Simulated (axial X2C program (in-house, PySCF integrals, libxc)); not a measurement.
**CoS⁺: properties at the nuclei**

Aim: properties at the nuclei of CoS⁺, with spin–orbit coupling in the Hamiltonian from the start.

Program: an in-house X2C program for linear molecules on PySCF integrals. Level of theory: two-component X2C with atomic mean-field terms, Co dyall-cv3z, S dyall-av3z. These are calculated values, not measurements.

## (1) Set-up

Contents of task.json:

```json
{"zs": [27, 16], "q": 1, "bas": ["dyall-cv3z", "dyall-av3z"], "r0": 1.97, "levels": ["PBE0", "HF", "B3LYP", "LDA", "PBE"], "nst": 3}
```

Keys: zs atomic numbers; q charge; bas basis sets; r0 starting distance in Å; levels methods (HF also brings MP2); nst determinants followed.

Command:

```console
python soeom.py task.json out
```

After this run come: Expectation values, lowest determinant; Expectation values, a higher determinant; Expectation values, a higher determinant.

What does the calculation give? Wanted: lowest determinant; Eeff magnitude; Ws magnitude Co; A∥/gI Co; qzz Co; higher determinant (for each run or level that gives them).

As calculated:

| quantity | value |
| --- | --- |
| lowest determinant | Ω = 4 (excess of +ω over −ω: ω = 3/2, ω = 5/2) |
| Eeff magnitude (GV/cm), PBE0 | 0.538 |
| Ws magnitude Co (kHz), PBE0 | 0.0358 |
| A∥/gI Co (MHz), PBE0 | 403 |
| qzz Co (a.u.), PBE0 | 0.04 |
| higher determinant | Ω = 2 (excess of +ω over −ω: ω = -1/2, ω = 5/2) |
| Eeff magnitude (GV/cm), PBE0, higher determinant | 0.23 |
| Ws magnitude Co (kHz), PBE0, higher determinant | 0.0231 |
| A∥/gI Co (MHz), PBE0, higher determinant | 641 |
| qzz Co (a.u.), PBE0, higher determinant | -0.70 |
| higher determinant | Ω = 3 (excess of +ω over −ω: ω = 1/2, ω = 5/2) |
| Eeff magnitude (GV/cm), PBE0, higher determinant | 0.544 |
| Ws magnitude Co (kHz), PBE0, higher determinant | 0.0541 |
| A∥/gI Co (MHz), PBE0, higher determinant | 716 |
| qzz Co (a.u.), PBE0, higher determinant | 0.28 |

**Reading.** In the first state, the effective field runs from 0.506 to 0.703 GV/cm over the mean-field levels. The expectation values come from single determinants, which for open shells can mix terms of unlike spin or miss the lowest Ω, so a determinant need not be a state. Eeff is the effective electric field on the electron dipole moment in this Ω state and Ws the scalar–pseudoscalar constant (defined with the proton number Z and per Ω); A∥ is the parallel hyperfine constant, which follows by multiplying with the nuclear g factor gI = μI/(I μN); qzz is the electric field gradient, eQq0 = 234.96 MHz × Q/barn × qzz. The operators were transformed with the bare-nucleus X2C matrices.
